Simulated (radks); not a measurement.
# Excited configurations of Nd⁵⁵⁺

One table from this session's results is given with a row withheld; the runs are named, their logs left out.

Method: scalar-relativistic Kohn-Sham, LDA (Slater exchange, Perdew-Wang correlation), spin-polarised, spherical densities, finite nucleus; open shells are filled with parallel spins first. Code: radks (a radial shooting solver on a logarithmic mesh, Libxc functionals) version 1.

**The system**

| Quantity | Value |
| --- | --- |
| element | neodymium (Z = 60) |
| charge | +55 |
| electrons | 5 |
| configuration | [He] 2s2 2p1 |
| nuclear rms radius | 4.9123 fm |

Outer shells as boxes (Hund's rule):

Nd⁵⁵⁺
```
[He] core
2s [↑↓]
2p [↑ ][  ][  ]
```

Set-up of the first run:

Settings of this run:

```text
Z 60
configuration [He] 2s2 2p1
relativity scalar-relativistic
functional lda,pw
spin polarised
nucleus finite rms 4.9123 fm
c 137.035999084
```

Steps of the session up to this table: Ground configuration: [He] 2s2 2p1.

One table of the session follows, with a row left open; its other results are not shown here.

It belongs to the step «Ground configuration: [He] 2s2 2p1». From the orbitals of this run (lengths in bohr):

| level | <r> | outermost maximum (interpolated) | 90 % within |
| --- | --- | --- | --- |
| 1s up | 0.02357 | 0.0151 | 0.0425 |
| 1s down | 0.02356 | 0.0151 | 0.0425 |
| 2s up | ? | ? | ? |
| 2s down | 0.09651 | 0.0831 | 0.148 |
| 2p up | 0.08369 | 0.0662 | 0.135 |
| 2p down | 0.08381 | 0.0663 | 0.135 |

Q: Estimate the row for 2s up from the others.

**Answer.** <r>: 0.09640; outermost maximum (interpolated): 0.0831; 90 % within: 0.148. In the column «<r>» it lies between 2p down (0.08381) and 2s down (0.09651).

Caveats from the session: Open shells are spherical and high-spin; term and fine-structure splittings are not resolved.
